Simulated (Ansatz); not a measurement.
Crystal: CsLiCr2Te2S3.

```
Cs Li Cr Te S
1.0
     7.05684    0.00000    0.00000
     0.00000    3.98060    0.00000
    -2.67333    0.00000    8.68168
Cs Li Cr Te S
1 1 2 2 3
Cartesian
  -0.4619 0.0000 3.2735
  3.9900 1.9903 6.8484
  -1.6370 0.0000 8.2143
  1.5865 1.9903 8.4356
  3.1793 0.0000 1.3257
  1.9223 0.0000 6.5020
  4.3382 0.0000 5.9471
  -0.4797 1.9903 7.3275
  6.6521 1.9903 0.4651
```

The cell was built by a generator and needn't be a form met in nature.

| Quantity | Value |
| --- | --- |
| Program | Ansatz 0.2.0 |
| Task | relaxation of cell and atoms |
| Functional | r2SCAN |
| Dispersion | rVV10 |
| Potentials or basis | Ansatz PAW |
| Cutoff | 500 eV (not typed: the program's choice for these potentials) |
| k mesh | 3 × 5 × 3 |
| Occupations | fermi-dirac, width 0.05 eV |
| Spin | collinear spin, ferromagnetic start |
| Starting moments | [0.0, 0.0, 3.0, 3.0, 0.0, 0.0, 0.0, 0.0, 0.0] μB |

At the start: volume 27.10 Å³/atom.

Problem. How do energy, volume and symmetry change on relaxing?

Solution. It ends after 8 steps and the volume is 25.90 Å³/atom (-4.4 %); space group Pm (No. 6, to 0.05 Å); moment 6.00 μB per cell.

Step by step:
```tsv
step	energy change (eV)	largest force (eV/Å)	volume (Å³)
1	0.0000	0.2986	243.87
2	-0.0291	0.1952	237.17
3	-0.0406	0.1115	234.10
4	-0.0456	0.0280	233.53
5	-0.0464	0.0150	233.19
6	-0.0466	0.0120	233.24
7	-0.0467	0.0041	233.14
8	-0.0451	0.0040	233.14
```

Final structure:
```
CELL_PARAMETERS angstrom
7.06417 0.00000 -0.01301
0.00000 3.93284 0.00000
-2.69211 0.00000 8.39670
ATOMIC_POSITIONS crystal
Cs 0.08435 0.00000 0.38620
Li 0.85946 0.50000 0.78471
Cr 0.12744 0.00000 0.94679
Cr 0.59249 0.50000 0.97436
Te 0.51169 0.00000 0.16405
Te 0.55547 0.00000 0.74195
S 0.86775 0.00000 0.67705
S 0.24971 0.50000 0.83658
S 0.96608 0.50000 0.05625
```

Caveat: the magnetic or orbital state may not be the lowest; the plane-wave basis is chosen anew once the cell has moved, so the energies of steps on either side of that aren't comparable; only a ferromagnetic start was run, and an antiferromagnetic order may lie lower in energy; the PAW data sets come from PBE, with cores solved anew for the run's functional, which leaves a small shift of forces and pressure.
